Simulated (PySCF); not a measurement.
# Changing the system itself: OV2

One physical setting of the base script is moved in each run, with the edits that it forces.

Computed with PySCF 2.14.0. Level: method and basis as typed in the scripts.

3 further runs of the same task are left out: 3 that didn't finish.

### Step 1. Starting geometry

OV2: 3 atoms, charge 0, spin multiplicity 1.

Bond lengths: O1–V2 1.728 Å, O1–V3 1.735 Å, V2–V3 2.943 Å. Angles: V2–O1–V3 116.4°, O1–V2–V3 31.9°, O1–V3–V2 31.7°.

As a file:

```xyz
3
OV2
O     0.00330    0.00000   -0.78840
V     1.47110    0.00000    0.12300
V    -1.47220    0.00000    0.12450
```

### Step 2. The base run

Contents of input.py:

```python
from pyscf import gto, scf, mp

mol = gto.M(
    atom='O 0.0033 0 -0.7884; V 1.4711 0 0.123; V -1.4722 0 0.1245',
    basis='x2c-svpall',
    charge=0,
    spin=0,
    verbose=3,
)
mf = scf.RHF(mol)
mf = mf.sfx2c1e()
mf = mf.newton()
mf.kernel()
mp.MP2(mf, frozen=11).kernel()
mf.dip_moment()
print('orbital energies (hartree):', mf.mo_energy[..., max(0, mol.nelec[1]-3):mol.nelec[0]+3].round(4))
```

Started as:

```
> OMP_NUM_THREADS=1 python input.py
```

The log of this run is left out.

In short: E(SCF) = -1970.656524 Eh, E(MP2) − E(SCF) = -0.71628 Eh, μ = 2.82 D (of the SCF density).

### Step 3. Charge -1 (doublet, UHF)

Run 1 changes charge: 0 → -1; spin (2S): 0 → 1; SCF type: RHF → UHF.

Contents of input.py:

```python
from pyscf import gto, scf, mp

mol = gto.M(
    atom='O 0.0033 0 -0.7884; V 1.4711 0 0.123; V -1.4722 0 0.1245',
    basis='x2c-svpall',
    charge=-1,
    spin=1,
    verbose=3,
)
mf = scf.UHF(mol)
mf = mf.sfx2c1e()
mf = mf.newton()
mf.kernel()
mp.MP2(mf, frozen=11).kernel()
mf.dip_moment()
print('orbital energies (hartree):', [e[max(0, n-3):n+3].round(4) for e, n in zip(mf.mo_energy, mol.nelec)])
```

Started as:

```
> OMP_NUM_THREADS=1 python input.py
```

### Step 4. PCM, ε = 2.27

Run 2 changes solvent: none (gas phase) → PCM, ε = 2.27; step after the SCF: mp2 → analyze.

Contents of input.py:

```python
from pyscf import gto, scf, solvent

mol = gto.M(
    atom='O 0.0033 0 -0.7884; V 1.4711 0 0.123; V -1.4722 0 0.1245',
    basis='x2c-svpall',
    charge=0,
    spin=0,
    verbose=3,
)
mf = scf.RHF(mol)
mf = mf.sfx2c1e()
mf = solvent.PCM(mf)
mf.with_solvent.eps = 2.27
mf = mf.newton()
mf.kernel()
mf.analyze()
print('orbital energies (hartree):', mf.mo_energy[..., max(0, mol.nelec[1]-3):mol.nelec[0]+3].round(4))
```

### Step 5. Coordinates × 4

Run 3 changes geometry: coordinates × 1 → coordinates × 4.

Changes to input.py since step 2:

```diff
@@ -3,3 +3,3 @@
 mol = gto.M(
-    atom='O 0.0033 0 -0.7884; V 1.4711 0 0.123; V -1.4722 0 0.1245',
+    atom='O 0.0132 0 -3.1536; V 5.8844 0 0.492; V -5.8888 0 0.498',
     basis='x2c-svpall',
```

### Step 6. Coordinates × 1.03

Run 4 changes geometry: coordinates × 1 → coordinates × 1.03.

Changes to input.py since step 2:

```diff
@@ -3,3 +3,3 @@
 mol = gto.M(
-    atom='O 0.0033 0 -0.7884; V 1.4711 0 0.123; V -1.4722 0 0.1245',
+    atom='O 0.0034 0 -0.8121; V 1.5152 0 0.1267; V -1.5164 0 0.1282',
     basis='x2c-svpall',
```

**Question.** What will these runs give? Wanted: for each run, E(SCF); from base; gap, α spin; SCF dipole; after the SCF.

The runs gave:

```
                          run  E(SCF) (hartree)  from base (eV)  gap, α spin (eV)  SCF dipole (D)                            after the SCF
                         base      -1970.656524               0              7.07            2.82  MP2 correlation -19.491 eV, core frozen
     charge -1 (doublet, UHF)      -1970.843500         -5.0879              5.41             n/a  MP2 correlation -17.015 eV, core frozen
                PCM, ε = 2.27      -1970.664681         -0.2220              7.20            3.77                                      n/a
coordinates × 4 (poor choice)      -1970.229949        +11.6077              1.22            0.07  MP2 correlation -16.876 eV, core frozen
           coordinates × 1.03      -1970.657532         -0.0274              7.17            3.09  MP2 correlation -19.400 eV, core frozen
```

In words: The largest comparable shift of the SCF energy, +11.608 eV, comes with the run “coordinates × 4”. At the SCF level, adding an electron (to the doublet) releases 5.09 eV at fixed geometry. A continuum solvent with ε = 2.27 lowers the energy by 0.222 eV. The dearest run is “PCM, ε = 2.27”, at 27 s against 7.8 s. With coordinates × 4 the frontier gap moves by over 1.5 eV, which can mean another electronic state rather than the bond length alone. Rows marked «poor choice» come from settings spoiled on purpose.
